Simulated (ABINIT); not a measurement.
The system is MgS.

```
Mg S
1.0
     0.00000    2.60165    2.60165
     2.60165    0.00000    2.60165
     2.60165    2.60165    0.00000
Mg S
1 1
Direct
  0.99750 0.99680 0.00310
  0.50250 0.50320 0.49690
```

Base run:

| Property | Result |
| --- | --- |
| Program | ABINIT 10.8.3 (patched build) |
| Functional | AM05 |
| Potentials or basis | Ansatz PAW PBE default generated set, frozen core |
| Cutoff | 327 eV |
| k mesh | 7 × 7 × 7 |
| Occupations | fermi-dirac, width 0.05 eV |
| Spin | no spin polarisation |

Its results: band gap on the k mesh 2.96 eV, indirect (least direct gap 3.66 eV); pressure -0.9 GPa; largest force 0.083 eV/Å.

The run is repeated on the same cell with these changes: functional from AM05 to revPBE; potentials or basis from Ansatz PAW PBE default generated set, frozen core to SG15 NC PBE v1.2; cutoff from 327 eV to 871 eV. What comes out?

Band gap on the k mesh 3.18 eV, indirect (least direct gap 3.84 eV); pressure 2.8 GPa; largest force 0.092 eV/Å.

Caveats: an odd mesh through Γ misses points on the zone boundary, where band edges often lie; the PAW data sets were made with another functional, which shifts forces and pressure a little (some runs); the potentials were made for another functional, which shifts forces and pressure (some runs).

Not every run made on this cell is shown here.
